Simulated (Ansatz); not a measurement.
# CH₄OSn, SMILES O=[CH][SnH3]: a ladder of basis sets

With Ansatz 0.2.0 through its Python package.

Notebook, run cell by cell (the value of a cell's last expression is shown):

```python
import ansatz as az
```

```python
GEOMETRY = '''
O    -0.04030   -1.90100    1.13990
C    -0.43000   -1.22650    0.14080
Sn    0.21190    0.77080   -0.13340
H    -0.99570   -1.67010   -0.60540
H    -0.39880    1.40150   -1.63360
H    -0.30680    1.76470    1.22130
H     2.02100    0.79260   -0.17540
'''
```

```python
geometry = az.Crystal.molecule()
for line in GEOMETRY.strip().splitlines():
    symbol, *xyz = line.split()
    geometry = geometry.atom(symbol, [float(v) for v in xyz])

job = (
    geometry.calculation()
    .functional('PBE0', dispersion='d3bj')
)

energies = {}
for basis in ['def2-SVP', 'def2-SVPD', 'def2-TZVP', 'def2-TZVPP']:
    r = job.basis(gaussian=basis).run().report
    size = r['n_frozen'] + r['n_occupied'][0] + r['n_virtual'][0]
    energies[basis] = (r['reference_energy_ev'] / 27.211386246, r['free_energy_ev'] / 27.211386246)
    print(f'{basis:14s} {size:4d} orbitals  reference {energies[basis][0]:14.6f} Ha  total {energies[basis][1]:14.6f} Ha')

last = energies['def2-TZVPP'][1]
for basis, (_, total) in energies.items():
    print(f'{basis:14s} lies {27.211386 * (total - last):9.4f} eV above def2-TZVPP')
```

    def2-SVP         74 orbitals  reference    -329.736314 Ha  total    -329.740056 Ha
    def2-SVPD       107 orbitals  reference    -329.746598 Ha  total    -329.750340 Ha
    def2-TZVP       136 orbitals  reference    -329.880682 Ha  total    -329.884423 Ha
    def2-TZVPP      168 orbitals  reference    -329.881650 Ha  total    -329.885391 Ha
    def2-SVP       lies    3.9548 eV above def2-TZVPP
    def2-SVPD      lies    3.6749 eV above def2-TZVPP
    def2-TZVP      lies    0.0264 eV above def2-TZVPP
    def2-TZVPP     lies    0.0000 eV above def2-TZVPP

Against def2-SVP: def2-SVPD -10.3 mHa, def2-TZVP -144.4 mHa and def2-TZVPP -145.3 mHa. The last step alone is -0.97 mHa (these two sets differ little on atoms other than hydrogen). From the first set to the last the time grows from 2.1 to 3.8 s.

Reading the output:
- The drop along the ladder measures the basis error, and is no property of the molecule.
- The geometry is a force-field or estimated start, not a minimum of this method, and the last set is no limit. Much of the fall in a total is atomic energy, which cancels in bond and reaction energies.
- def2 sets replace the cores of elements past krypton by effective core potentials.
- Total less reference energy is the dispersion correction.
- It ran for 12 s on 1 thread of Arm Neoverse V1, on a shared host, peak memory 0.36 GiB.
